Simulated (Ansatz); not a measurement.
I need a geometry optimisation of BClFH3OSi, SMILES O[SiH2]B(F)Cl. Use the Ansatz DFT code, driven from Python. Settings: PBE, cc-pVDZ basis, multiplicity 1.

```tsv
atom	x (Å)	y (Å)	z (Å)
O	-0.2803	-0.1481	1.8169
Si	0.5315	-0.4203	0.3548
B	-0.5739	0.1094	-1.1844
F	-0.8415	-0.8622	-2.1659
Cl	-1.0851	1.8511	-1.3699
H	-0.3521	0.9004	1.8730
H	1.8183	0.3493	0.3585
H	0.8752	-1.8368	0.2613
```

Script `opt_bclfh3osi.py`:
```python
"""Geometry optimisation of BClFH3OSi."""

import logging
import sys

import ansatz
import numpy as np

logging.basicConfig(stream=sys.stdout, format="%(name)s: %(message)s")
logger = logging.getLogger("ansatz_job")
logger.setLevel(logging.INFO)

BASIS = "cc-pVDZ"
XC = "pbe"

geometry = (
    ansatz.Crystal.molecule()
    .atom("O", (-0.2803, -0.1481, 1.8169))
    .atom("Si", (0.5315, -0.4203, 0.3548))
    .atom("B", (-0.5739, 0.1094, -1.1844))
    .atom("F", (-0.8415, -0.8622, -2.1659))
    .atom("Cl", (-1.0851, 1.8511, -1.3699))
    .atom("H", (-0.3521, 0.9004, 1.873))
    .atom("H", (1.8183, 0.3493, 0.3585))
    .atom("H", (0.8752, -1.8368, 0.2613))
)

setup = geometry.calculation().basis(gaussian=BASIS).functional(XC)
symbols = [site.symbol for site in geometry.cartesian_sites]
start = np.array([site.position_ang for site in geometry.cartesian_sites], dtype=float)
data = setup.relax(force_tolerance=0.01).run().report
end = np.array(data["positions_ang"])

logger.info(f"E = {data['free_energy_ev']:.6f} eV = {data['free_energy_ev'] / 27.211386246:.7f} Ha")
print("converged:", data["converged"], " doubts:", data["published_state_doubts"] or "none")

logger.info("final positions (A) and the move of each atom")
for symbol, xyz, old in zip(symbols, end, start):
    logger.info(f"{symbol:2s} {xyz[0]:10.5f} {xyz[1]:10.5f} {xyz[2]:10.5f}   {np.linalg.norm(xyz - old):7.4f}")

charges = data["charge_distribution"]
print("dipole moment", round(4.803205 * float(np.linalg.norm(charges["dipole_moment_e_ang"])), 3), "D")
print("Mulliken:", [(s, round(q, 3)) for s, q in zip(symbols, charges["mulliken_charges_e"])])
```

```console
$ python opt_bclfh3osi.py
ansatz_job: E = -25877.667159 eV = -950.9867276 Ha
converged: True  doubts: none
ansatz_job: final positions (A) and the move of each atom
ansatz_job: O    -0.01305    0.20539    1.83276    0.4434
ansatz_job: Si    0.60909   -0.46745    0.39268    0.0984
ansatz_job: B    -0.49850    0.14108   -1.20376    0.0840
ansatz_job: F    -0.36945   -0.35936   -2.43920    0.7419
ansatz_job: Cl   -1.70600    1.43782   -0.99228    0.8360
ansatz_job: H    -0.54553    1.00527    1.65438    0.3102
ansatz_job: H     2.04721   -0.05329    0.15430    0.5061
ansatz_job: H     0.56834   -1.96665    0.54543    0.4379
dipole moment 0.716 D
Mulliken: [('O', -0.314), ('Si', 0.308), ('B', 0.048), ('F', -0.029), ('Cl', -0.084), ('H', 0.165), ('H', -0.054), ('H', -0.039)]
```

Reading the output:
- Total energies depend on the basis set; only differences at equal settings carry meaning.
- The end point is the stationary point reached from this start; no frequency run checks that it is a minimum, and the basis set is modest.
- Wall time of the script: 94 s on 1 thread of Arm Neoverse V1, on a shared host, peak memory 0.25 GiB.

(Lines on the test bed's own set-up are left out of the output.)
